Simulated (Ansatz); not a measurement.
The system is HfB.

```
CELL_PARAMETERS angstrom
3.26683 0.00000 0.00000
1.63342 2.82916 0.00000
1.63342 0.94305 2.66736
ATOMIC_POSITIONS crystal
Hf 0.50000 0.50000 0.50000
B 0.00000 0.00000 0.00000
```

The cell isn't the ideal one: another cell of the same crystal, with 2 atoms.

Base run:

- Program: Ansatz 0.2.0
- Functional: LDA
- Potentials or basis: Ansatz PAW
- Cutoff: 420 eV
- Density cutoff: 1680 eV
- k mesh: 10 × 10 × 10
- Occupations: gaussian, width 0.1 eV
- Spin: no spin polarisation

Its results: band gap on the k mesh none (metal or under the smearing width); pressure 17.9 GPa.

Question: The run is repeated on the same cell with these changes: functional from LDA to PBEsol. What comes out?

Answer: Band gap on the k mesh none (metal or under the smearing width); pressure 23.2 GPa.

PBEsol binds less tightly than LDA, so the same cell stands under more pressure.

Caveats: so large a pressure means that the cell lies far from this level's equilibrium, or that cutoff or potentials fall short; the PAW data sets come from PBE, with cores solved anew for the run's functional, which leaves a small shift of forces and pressure.

Not every run made on this cell is shown here.
